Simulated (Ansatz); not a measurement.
**CH3BOSe: one species, many methods**

The task here is to estimate one member of a computed series from the others.

Method: functionals in def2-TZVPP, the program's frozen cores in correlated methods; program: Ansatz 0.2.0, Gaussian basis.

Plan: LDA (SPW92), PBE-D4, revPBE-D4, BLYP-D4, r2SCAN-D4, B97M-V, PBE0-D4, B3LYP-D4, r2SCANh-D4, r2SCAN0-D4, HSE06-D4, BHLYP-D4, CAM-B3LYP-D4, LC-ωPBE, ωB97X-V, ωB97M-V, B2PLYP, PBE-QIDH; CCSD(T)/def2-SVP; CCSD(T)/def2-TZVPP; MP2/def2-QZVPP; extrapolation to the limit; RPA on PBE.

## The relaxed structure

An earlier PBE0-D4 in a triple-zeta def2 set relaxation fixed the geometry.

SMILES `BC(O)=[Se]`, 7 atoms, charge 0, spin multiplicity 1.

Atoms are counted from 1 here; the program's logs count them from 0.

Bond lengths: B1–C2 1.527 Å, B1–H5 1.196 Å, B1–H6 1.196 Å, C2–O3 1.301 Å, C2–Se4 1.781 Å, O3–H7 0.968 Å. Angles: C2–B1–H5 118.8°, C2–B1–H6 118.8°, H5–B1–H6 121.3°, B1–C2–O3 143.2°, B1–C2–Se4 88.1°, O3–C2–Se4 128.7°, C2–O3–H7 109.3°.

Geometry (Å):

```xyz
7
CH3BOSe
B    -0.3452    0.8684   -0.1919
C     0.0762   -0.5915   -0.0381
O     0.8980   -1.3772    0.5948
Se   -1.1595   -1.0143   -1.2492
H    -1.1323    1.3256    0.5845
H     0.2740    1.5713   -0.9362
H     1.4500   -0.8504    1.1904
```

The first run:

in.yaml reads:

```yaml
crystal:
  periodic: [false, false, false]
  atoms:
    - {symbol: B, position_ang: [-0.345207, 0.868424, -0.191918]}
    - {symbol: C, position_ang: [0.076245, -0.591458, -0.038070]}
    - {symbol: O, position_ang: [0.897956, -1.377187, 0.594778]}
    - {symbol: Se, position_ang: [-1.159547, -1.014329, -1.249168]}
    - {symbol: H, position_ang: [-1.132297, 1.325616, 0.584496]}
    - {symbol: H, position_ang: [0.273968, 1.571310, -0.936180]}
    - {symbol: H, position_ang: [1.449982, -0.850376, 1.190361]}
basis:
  gaussian: {orbitals: def2-TZVPP}
hamiltonian: {xc: lda}
output: {orbitals: {seedname: orbitals}}
```

On the command line:

```sh
$ ansatz run in.yaml --threads 2 --pin off --events-out ev --progress --plain --max-ram 4352MiB
```

Among the steps run: LDA; PBE-D4 (GGA); revPBE-D4 (GGA); BLYP-D4 (GGA); r2SCAN-D4 (meta-GGA); B97M-V (meta-GGA); PBE0-D4 (hybrid); B3LYP-D4 (hybrid); r2SCANh-D4 (hybrid); r2SCAN0-D4 (hybrid); HSE06-D4 (hybrid); BHLYP-D4 (hybrid); CAM-B3LYP-D4 (range-separated); LC-ωPBE (range-separated); ωB97X-V (range-separated); ωB97M-V (range-separated); B2PLYP (double hybrid); PBE-QIDH (double hybrid).

One of the session's tables, all rows but one given; the rest of the session is left out.

It belongs to the step «Orbital energies across the functionals». 

```
  functional  HOMO (eV)  LUMO (eV)  gap (eV)
 LDA (SPW92)      -6.40      -3.06      3.34
      PBE-D4      -6.27      -2.85      3.42
   revPBE-D4      -6.22      -2.77      3.45
     BLYP-D4      -6.12      -2.71      3.41
   r2SCAN-D4      -6.51      -2.72      3.79
      B97M-V          ?          ?         ?
     PBE0-D4      -7.34      -1.98      5.36
    B3LYP-D4      -7.13      -2.17      4.96
  r2SCANh-D4      -6.91      -2.39      4.52
  r2SCAN0-D4      -7.50      -1.90      5.61
    HSE06-D4      -6.95      -2.36      4.59
    BHLYP-D4      -8.25      -0.91      7.34
CAM-B3LYP-D4      -8.56      -0.85      7.71
     LC-ωPBE      -9.82       0.20     10.03
     ωB97X-V      -9.51       0.20      9.70
     ωB97M-V      -9.40       0.15      9.55
```

Q: Estimate the row for B97M-V from the others.

The run gave: HOMO (eV): -6.51; LUMO (eV): -2.67; gap (eV): 3.84.
